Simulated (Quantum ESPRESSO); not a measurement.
AlN:

```xyz
4
Lattice="3.1255 0.0000 0.0000 -1.5627 2.7067 0.0000 0.0000 0.0000 4.9689" Properties=species:S:1:pos:R:3 pbc="T T T"
Al    0.0000    1.8045    0.0000
Al    1.5627    0.9022    2.4844
N     0.0000    1.8045    1.8882
N     1.5627    0.9022    4.3726
```

```yaml
Program: Quantum ESPRESSO 7.5
Task: phonons
Functional: PBE
Potentials_or_basis: PseudoDojo 0.4.1 SR PBE standard
Cutoff: 1143 eV
Density_cutoff: 4572 eV
k_mesh: 8 × 8 × 5
Occupations: fermi-dirac, width 0.05 eV
Spin: no spin polarisation
Mixing_beta: 0.5
Most_SCF_iterations: 120
SCF_threshold: 8e-10 Ry
```

The atoms were relaxed first, and the response was taken there.

The first run showed a gap, so the response started from a second, tighter run with fixed occupations.

Task: Which optical modes does the crystal have at the zone centre, and which show in infrared and Raman spectra?

Result: The optical modes are 2E2 + 2B1 + A1 + E1. Infrared active: A1 + E1. Raman active: 2E2 + A1 + E1.

Optical modes at Γ, degenerate ones joined, polar ones without the macroscopic field:
```
cm⁻¹  components  symmetry     active in  IR intensity, summed ((D/Å)²/amu)
 239           2        E2         Raman                               0.00
 541           1        B1        silent                               0.00
 610           1        A1  IR and Raman                              35.70
 655           2        E2         Raman                               0.00
 666           2        E1  IR and Raman                              62.77
 720           1        B1        silent                               0.00
```

Zone-centre frequencies without and with the macroscopic field along z (cm⁻¹):
```
                      optical modes in rising order
       without  239 239 541 610 655 655 666 666 720
with the field  239 239 541 655 655 666 666 720 874
```

Born effective charge tensors (e):
atom 1, Al
```
2.50 0.00 0.00
0.00 2.50 0.00
0.00 0.00 2.67
```
atom 2, Al
```
2.50 0.00 0.00
0.00 2.50 0.00
0.00 0.00 2.67
```
atom 3, N
```
-2.50  0.00  0.00
 0.00 -2.50  0.00
 0.00  0.00 -2.67
```
atom 4, N
```
-2.50  0.00  0.00
 0.00 -2.50  0.00
 0.00  0.00 -2.67
```

Caveat: on a mesh that holds Γ this program's dielectric tensor can be off by some percent beyond the error of the mesh.
